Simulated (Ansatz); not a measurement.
**ClGeH3S3: how energies converge with the basis set**

An exercise on one series of results from a longer session: the logs are not shown, and one member is left open.

Computed with Ansatz 0.2.0, Gaussian basis. Level: one geometry, several basis sets.

Levels to be run: PBE0-D4/def2-SVP; ωB97M-V/def2-SVP; PBE0-D4/def2-QZVPP; ωB97M-V/def2-QZVPP; the functionals' def2-TZVPP values are taken from earlier runs.

## The relaxed structure

The geometry comes from an earlier relaxation with PBE0-D4 in a triple-zeta def2 set; it is a stationary point, not always the lowest conformer.

SMILES `[SH][Ge]([SH])([SH])[Cl]`, 8 atoms, charge 0, spin multiplicity 1.

Atoms are counted from 1 here; the program's logs count them from 0.

Bond lengths: S1–Ge2 2.204 Å, S1–H6 1.344 Å, Ge2–S3 2.204 Å, Ge2–S4 2.209 Å, Ge2–Cl5 2.151 Å, S3–H7 1.344 Å, S4–H8 1.345 Å. Angles: Ge2–S1–H6 92.7°, S1–Ge2–S3 104.1°, S1–Ge2–S4 115.1°, S1–Ge2–Cl5 110.3°, S3–Ge2–S4 113.1°, S3–Ge2–Cl5 112.3°, S4–Ge2–Cl5 102.2°, Ge2–S3–H7 92.4°, Ge2–S4–H8 92.6°.

The first run:

in.yaml

```yaml
crystal:
  periodic: [false, false, false]
  atoms:
    - {symbol: S, position_ang: [-1.221968, 1.371096, 1.201705]}
    - {symbol: Ge, position_ang: [0.145156, 0.277932, -0.137252]}
    - {symbol: S, position_ang: [1.936732, -0.077057, 1.096260]}
    - {symbol: S, position_ang: [-0.683015, -1.572100, -1.014518]}
    - {symbol: Cl, position_ang: [0.578091, 1.455266, -1.885173]}
    - {symbol: H, position_ang: [-2.082379, 1.643068, 0.205129]}
    - {symbol: H, position_ang: [2.370679, -1.056615, 0.284656]}
    - {symbol: H, position_ang: [-0.951098, -2.098789, 0.193393]}
basis:
  gaussian: {orbitals: def2-SVP}
hamiltonian: {xc: pbe0, dispersion: d4}
output: {orbitals: {seedname: orbitals}}
```

Launch:

```bash
$ ansatz run in.yaml --threads 4 --pin off --events-out ev --progress --plain --max-ram 10444MiB
```

Steps of the session up to this table: PBE0-D4 in def2-SVP; ωB97M-V in def2-SVP; PBE0-D4 in def2-QZVPP; ωB97M-V in def2-QZVPP.

One of the session's tables, all rows but one given; the rest of the session is left out.

```
functional       basis  HOMO (eV)
   PBE0-D4    def2-SVP      -7.60
   PBE0-D4  def2-TZVPP      -7.72
   PBE0-D4  def2-QZVPP      -7.74
   ωB97M-V    def2-SVP      -9.72
   ωB97M-V  def2-TZVPP      -9.87
   ωB97M-V  def2-QZVPP          ?
```

Q: Estimate the row for ωB97M-V, def2-QZVPP from the others.

The run gave: HOMO (eV): -9.91. In the column «HOMO (eV)» it is the lowest.
